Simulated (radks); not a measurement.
# Re²⁹⁺ in [Kr] 4d8 4f2: an all-electron calculation

One table from this session's results is given with a row withheld; the runs are named, their logs left out.

Method: Dirac Kohn-Sham, BLYP, spin-unpolarised, spherical densities, point nucleus; open shells are shared between the two j in proportion to 2j + 1. Code: radks (a radial shooting solver on a logarithmic mesh, Libxc functionals) version 1.

**The atom as given**

```
element       : rhenium (Z = 75)
charge        : +29
electrons     : 46
configuration : [Kr] 4d8 4f2
```

Outer shells as boxes (Hund's rule):

Re²⁹⁺
```
[Kr] core
4d [↑↓][↑↓][↑↓][↑ ][↑ ]
4f [↑ ][↑ ][  ][  ][  ][  ][  ]
```

The first run:

Settings of this run:

```text
Z 75
configuration [Kr] 4d8 4f2
relativity Dirac
functional b88,lyp
spin unpolarised
j_filling average
nucleus point
c 137.035999084
```

Launch:

```sh
$ python run_ks.py task.json out
```

The same process makes all the runs of this session.

One of the session's tables, all rows but one given; the rest of the session is left out.

It belongs to the step «Shells». Radial moments (bohr):

| level | <r> | outermost maximum (interpolated) | 90 % within | nodes |
| --- | --- | --- | --- | --- |
| 1s1/2 | 0.01803 | 0.0112 | 0.0329 | 0 |
| 2s1/2 | 0.07558 | 0.0647 | 0.118 | 1 |
| 2p1/2 | 0.06247 | 0.0480 | 0.104 | 0 |
| 2p3/2 | 0.07055 | 0.0550 | 0.115 | 0 |
| 3s1/2 | ? | ? | ? | ? |
| 3p1/2 | 0.1862 | 0.170 | 0.280 | 1 |
| 3p3/2 | 0.2008 | 0.184 | 0.300 | 1 |
| 3d3/2 | 0.1755 | 0.144 | 0.273 | 0 |
| 3d5/2 | 0.1800 | 0.148 | 0.278 | 0 |
| 4s1/2 | 0.4153 | 0.401 | 0.591 | 3 |
| 4p1/2 | 0.4148 | 0.398 | 0.596 | 2 |
| 4p3/2 | 0.4397 | 0.423 | 0.630 | 2 |
| 4d3/2 | 0.4352 | 0.411 | 0.638 | 1 |
| 4d5/2 | 0.4424 | 0.418 | 0.647 | 1 |
| 4f5/2 | 0.4204 | 0.356 | 0.634 | 0 |
| 4f7/2 | 0.4234 | 0.359 | 0.637 | 0 |

**Question.** Estimate the row for 3s1/2.

As computed: <r>: 0.1962; outermost maximum (interpolated): 0.182; 90 % within: 0.288; nodes: 2. In the column «<r>» it lies between 3p1/2 (0.1862) and 3p3/2 (0.2008).
